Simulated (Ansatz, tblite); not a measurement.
**Al7As7 zinc blende off sphere (Al₇As₇H₂₀): which spin state is lowest**

Is the singlet the ground state of Al7As7 zinc blende off sphere (Al₇As₇H₂₀)? Other spin states are computed and compared level by level.

Program: Ansatz 0.2.0, Gaussian basis. Level of theory: level and basis change from run to run. These are calculated values, not measurements.

Plan: triplet, at the geometry of the singlet (GFN1-xTB, GFN2-xTB, PBE0-D4/def2-TZVP, PBE-D4/def2-TZVP); the singlet's energies come from earlier runs.

## Step 1: The relaxed structure

The geometry is that of the singlet, from an earlier relaxation (PBE-D4/def2-SVP).

34 atoms, charge 0, spin multiplicity 1.

Bond lengths: Al1–As9 2.568 Å, Al1–As10 2.505 Å, Al1–H15 1.605 Å, Al1–H16 1.605 Å, Al2–As8 2.491 Å, Al2–As11 2.491 Å, Al2–As12 2.491 Å, Al2–H17 1.597 Å, Al3–As9 2.465 Å, Al3–As11 2.552 Å, Al3–As13 2.465 Å, Al3–H18 1.595 Å, Al4–As8 2.552 Å, Al4–As9 2.465 Å, Al4–As14 2.465 Å, Al4–H19 1.595 Å, Al5–As10 2.505 Å, Al5–As14 2.569 Å and more. Angles: As9–Al1–As10 95.9°, As9–Al1–H15 105.3°, As9–Al1–H16 105.4°, As10–Al1–H15 111.5°, As10–Al1–H16 111.5°, H15–Al1–H16 123.1°, As8–Al2–As11 99.1°, As8–Al2–As12 99.0°, As8–Al2–H17 118.6°, As11–Al2–As12 98.9°, As11–Al2–H17 118.6°, As12–Al2–H17 118.6°, As9–Al3–As11 105.4°, As9–Al3–As13 104.3°, As9–Al3–H18 117.9°, As11–Al3–As13 105.1°, As11–Al3–H18 104.8°, As13–Al3–H18 118.0° and more.

## Step 2: Triplet at the fixed geometry, GFN1-xTB

Tight binding, by tblite at 300 K electronic temperature and without a spin-polarisation term:

```python
tblite.interface.Calculator('GFN1-xTB', numbers, positions, charge=0, uhf=2).singlepoint()
```

Energy -992.2700 eV; 0.25 s.

## Step 3: Triplet at the fixed geometry, GFN2-xTB

Tight binding, by tblite at 300 K electronic temperature and without a spin-polarisation term:

```python
tblite.interface.Calculator('GFN2-xTB', numbers, positions, charge=0, uhf=2).singlepoint()
```

Energy -930.5853 eV; 0.3 s.

## Step 4: Triplet at the fixed geometry, PBE0-D4/def2-TZVP

The input, in.yaml:

```yaml
crystal:
  periodic: [false, false, false]
  atoms:
    - {symbol: Al, position_ang: [0.760546, -3.777892, 0.758879]}
    - {symbol: Al, position_ang: [-2.312744, 2.315374, -2.310731]}
    - {symbol: Al, position_ang: [0.826347, -0.834490, -2.136361]}
    - {symbol: Al, position_ang: [-2.140624, -0.831943, 0.833037]}
    - {symbol: Al, position_ang: [0.763302, -0.765871, 3.774575]}
    - {symbol: Al, position_ang: [0.830892, 2.133714, 0.833691]}
    - {symbol: Al, position_ang: [3.776176, -0.760717, 0.757905]}
    - {symbol: As, position_ang: [-3.411893, 0.736410, -0.728048]}
    - {symbol: As, position_ang: [-0.633528, -2.124634, -0.626930]}
    - {symbol: As, position_ang: [2.036554, -2.037298, 2.031276]}
    - {symbol: As, position_ang: [-0.732240, 0.734162, -3.409918]}
    - {symbol: As, position_ang: [-0.727773, 3.411420, -0.731654]}
    - {symbol: As, position_ang: [2.119518, 0.626622, -0.630369]}
    - {symbol: As, position_ang: [-0.629633, 0.625143, 2.124431]}
    - {symbol: H, position_ang: [1.696520, -4.535816, -0.302315]}
    - {symbol: H, position_ang: [-0.293718, -4.539025, 1.700002]}
    - {symbol: H, position_ang: [-3.234527, 3.238580, -3.232272]}
    - {symbol: H, position_ang: [1.618567, -1.629182, -3.270111]}
    - {symbol: H, position_ang: [-3.276050, -1.623653, 1.626056]}
    - {symbol: H, position_ang: [-0.292410, -1.706267, 4.534594]}
    - {symbol: H, position_ang: [1.701826, 0.292176, 4.533664]}
    - {symbol: H, position_ang: [1.625751, 3.265518, 1.628504]}
    - {symbol: H, position_ang: [4.537707, -1.697773, -0.299609]}
    - {symbol: H, position_ang: [4.533100, 0.297971, 1.697444]}
    - {symbol: H, position_ang: [-4.428362, -0.035866, -1.564747]}
    - {symbol: H, position_ang: [-4.415046, 1.580532, 0.053505]}
    - {symbol: H, position_ang: [-1.556505, -2.919621, -1.549267]}
    - {symbol: H, position_ang: [2.920769, -2.921210, 2.913818]}
    - {symbol: H, position_ang: [-1.568701, -0.035894, -4.428282]}
    - {symbol: H, position_ang: [0.051838, 1.578630, -4.410801]}
    - {symbol: H, position_ang: [0.056283, 4.411831, -1.576715]}
    - {symbol: H, position_ang: [-1.561722, 4.430330, 0.040419]}
    - {symbol: H, position_ang: [2.910335, 1.550901, -1.555119]}
    - {symbol: H, position_ang: [-1.550576, 1.547800, 2.921431]}
basis:
  gaussian: {orbitals: def2-TZVP, fitting: {mean_field: def2-universal-jkfit}}
magnetization: {spin_polarized: true, initial_magnetization: 2}
hamiltonian: {xc: pbe0, dispersion: d4}
scf: {omitted_lower_state_checks: [starts]}
output: {orbitals: {seedname: orbitals}}
```

Started as:

```console
ansatz run in.yaml --threads 2 --pin off --events-out ev --progress --plain --max-ram 32768MiB --backend cuda --devices 0, --max-vram 18GiB
```

Log:

```text
Functional definition: PBE0
  name "PBE0"
  cite "Adamo & Barone, J. Chem. Phys. 110, 6158 (1999) doi:10.1063/1.478522"
  cite "Perdew, Burke & Ernzerhof, Phys. Rev. Lett. 77, 3865 (1996) doi:10.1103/PhysRevLett.77.3865"
  parent pbe
  parameter a = 0.25
  parameter kappa = 0.804
  parameter beta = 0.06672455060314922
  exchange = (1 - a)*pbe_x(kappa = kappa, mu = beta*pi^2/3) + a*exact_x
  correlation = pbe_c(beta = beta)
these checks for a lower state are left out or cut short: starts
3118 factors; integrals over basis functions are off by at most 6.8e-1 eV
mean field evaluation 1: about -472322.4273 eV, gradient 2.5e1 eV
mean field evaluation 2: about -472313.8658 eV, gradient 3.9e1 eV
mean field evaluation 4: about -472325.6019 eV, gradient 1.0e1 eV
mean field evaluation 8: about -472326.5431 eV, gradient 9.8e-1 eV
mean field evaluation 16: about -472326.5641 eV, gradient 3.9e-2 eV
mean field evaluation 32: about -472326.5646 eV, gradient 6.5e-2 eV
mean field -472326.56468553 eV, -17357.6810977489 hartree, gradient 4.4e-6 eV, S^2 2.009746; 0 other end points of the search recorded, 0 dependent functions left out
reference -472326.56476431 eV, -17357.6811006441 hartree; 172, 170 occupied and 543, 545 virtual orbitals, 3118 factors
Total energy: -472328.53300927 eV, -17357.7534323120 hartree
Checks for a lower state left out: starts
```

Wall time 48 s (1 × H100 (card shared with other runs) with 2 threads of AMD EPYC 7R13, shared host); peak host memory 1.4 GiB.

From the report: HOMO -2.55 eV, LUMO -6.03 eV (over both spins; with the spin held, an empty level of the minority spin lies below the top filled one); ⟨S²⟩ 2.010 (pure: 2.00).

## Step 5: Triplet at the fixed geometry, PBE-D4/def2-TZVP

start.molden holds the orbitals of an earlier run on this state, given as this run's starting guess.

in.yaml: that of step 4 with these lines changed.

```diff
@@ -38,5 +38,5 @@
 basis:
-  gaussian: {orbitals: def2-TZVP, fitting: {mean_field: def2-universal-jkfit}}
+  gaussian: {orbitals: def2-TZVP, fitting: {mean_field: def2-universal-jkfit}, initial_orbitals: start.molden}
 magnetization: {spin_polarized: true, initial_magnetization: 2}
-hamiltonian: {xc: pbe0, dispersion: d4}
+hamiltonian: {xc: pbe, dispersion: d4}
 scf: {omitted_lower_state_checks: [starts]}
```

The command is unchanged.

Log:

```text
Functional definition: PBE
  name "PBE"
  cite "Perdew, Burke & Ernzerhof, Phys. Rev. Lett. 77, 3865 (1996) doi:10.1103/PhysRevLett.77.3865"
  parent pbe
  parameter kappa = 0.804
  parameter beta = 0.06672455060314922
  exchange = pbe_x(kappa = kappa, mu = beta*pi^2/3)
  correlation = pbe_c(beta = beta)
these checks for a lower state are left out or cut short: starts
3118 factors; integrals over basis functions are off by at most 6.8e-1 eV
mean field evaluation 1: about -472308.5508 eV, gradient 1.9e1 eV
mean field evaluation 2: about -472309.1170 eV, gradient 7.6e-1 eV
mean field evaluation 4: about -472309.2004 eV, gradient 3.3e-1 eV
mean field evaluation 8: about -472309.2284 eV, gradient 1.1e0 eV
mean field evaluation 16: about -472309.2416 eV, gradient 4.8e-3 eV
mean field -472309.24155909 eV, -17357.0444845944 hartree, gradient 2.6e-6 eV, S^2 2.002574; 0 other end points of the search recorded, 0 dependent functions left out
reference -472309.24166871 eV, -17357.0444886228 hartree; 172, 170 occupied and 543, 545 virtual orbitals, 3118 factors
Total energy: -472311.40555143 eV, -17357.1240098460 hartree
Checks for a lower state left out: starts
```

It took 36 s on 1 × H100 (card shared with other runs) with 2 threads of AMD EPYC 7R13, shared host; peak host memory 1.4 GiB.

Report: HOMO -2.27 eV, LUMO -6.46 eV (over both spins; with the spin held, an empty level of the minority spin lies below the top filled one); ⟨S²⟩ 2.003 (pure: 2.00).

## Step 6: Triplet less singlet, vertical

The singlet's energies are those of its earlier runs, whose logs aren't repeated here.

```tsv
level	triplet less singlet, vertical (eV)	time
GFN1-xTB	+3.548	0.44 s
GFN2-xTB	+2.700	0.5 s
PBE-D4/def2-TZVP	+4.071	58 s
PBE0-D4/def2-TZVP	+4.625	73 s
```

Times add the two runs; a level without a time comes out of a correlated run. Tight binding without a spin term can't rank spin states.

## Step 7: Summary of results

| quantity | value |
| --- | --- |
| triplet less singlet, vertical, functionals in def2-TZVP | +4.071 (PBE-D4) to +4.625 eV (PBE0-D4) |

All functionals put the triplet above the singlet, over a spread of 0.554 eV. The checks for a lower triplet were left out, so another state of that spin may lie lower. These are electronic energies, without zero-point motion, entropy or surroundings.
